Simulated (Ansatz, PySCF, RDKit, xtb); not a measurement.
**CH4NTe+: a search for the lowest isomer**

Task: start from the formula CH4NTe+ (charge +1), draw up candidate structures, narrow them down in stages, and characterise the one that lies lowest at 298.15 K.

The funnel: GFN2-xTB relaxations, single points with a density functional, relaxations at PBE0-D4/def2-TZVP, harmonic vibrations, and a last energy at a higher level. All values are calculated.

3 further runs of the same task are left out: 3 set aside as unsound or not needed.

**1. Candidates**

All bonding patterns within simple valence rules are listed by program: one Lewis structure each, at most two rings and one unusual centre or charged pair. O–O, O–halogen and N–halogen bonds and N–N–N chains are not drawn. That gives 19 candidates.

c005 C1=[TeH][NH2+]1; c102 C=[TeH]#[NH+]; c116 C=[NH+][TeH]; c131 [NH2+]=C[TeH]; c311 [NH3+]C#[TeH]; c332 [CH][NH2+][TeH]; c528 C=N[TeH2+]; c570 [CH][NH2+][TeH] (triplet); c614 C#[TeH]=[NH2+]; c658 [NH3+]C=[Te]; c736 C1N[TeH+]1; c753 C=[Te+]N; c780 C[NH+]=[Te]; c808 C1[NH2+][Te]1; c822 N=C[TeH2+]; c838 [CH2+][NH2+][Te-]; c858 C#[Te][NH3+]; c895 CN=[TeH+]; c930 C[Te+]=N.

Candidates are built by distance geometry, with a force field where one applies, in up to four conformers (letters a to d). 6 starts with atoms placed at random are added, to find patterns that the rules miss.

**Question.** With final energies at CCSD(T)/def2-TZVP, which structure will this search put lowest in free energy, and by what margin?

| quantity | value |
| --- | --- |
| lowest structure found | [NH2+]=C[TeH], singlet, Cs |
| next finalist | C=[NH+][TeH], singlet, 10.0 kcal/mol higher in G |
| share at equilibrium, among the finalists | 100.0 % |
| harmonic wavenumbers, lowest and highest (PBE0-D4/def2-TZVP) | 306 and 3641 cm⁻¹ |
| rotational constants, same geometry | 1.561, 0.1009, 0.09479 cm⁻¹ |
| HOMO energy (PBE0/def2-TZVPD) | -12.24 eV |
| LUMO energy (PBE0/def2-TZVPD) | -7.27 eV |
| HOMO–LUMO gap (PBE0/def2-TZVPD) | 4.97 eV |
| lowest excitation (TD-PBE0/def2-SVPD) | 4.47 eV (f = 0.195) |
| lowest triplet excitation, same level, Tamm-Dancoff | 2.80 eV |
| vertical ionisation energy | 14.42 eV |
| vertical recombination energy (electron added) | 5.33 eV |
| vertical triplet less singlet | +2.96 eV |

The lowest structure found is `[NH2+]=C[TeH]`. The margin of 10.0 kcal/mol over the next finalist is beyond the usual error of the last level; it says nothing of structures that weren't ranked. GFN2-xTB, HF/STO-3G, r2SCAN-D4/def2-SVP, PBE0-D4/def2-TZVP, HF/def2-TZVP and MP2/def2-TZVP already put its bonding pattern lowest among the structures in one piece. Spin-orbit coupling, which matters for elements this heavy, is left out. The search is not exhaustive (a finite list of starts, one conformer a finalist), so a lower isomer can't be ruled out. Patterns outside the rules of the enumeration were met only by chance.
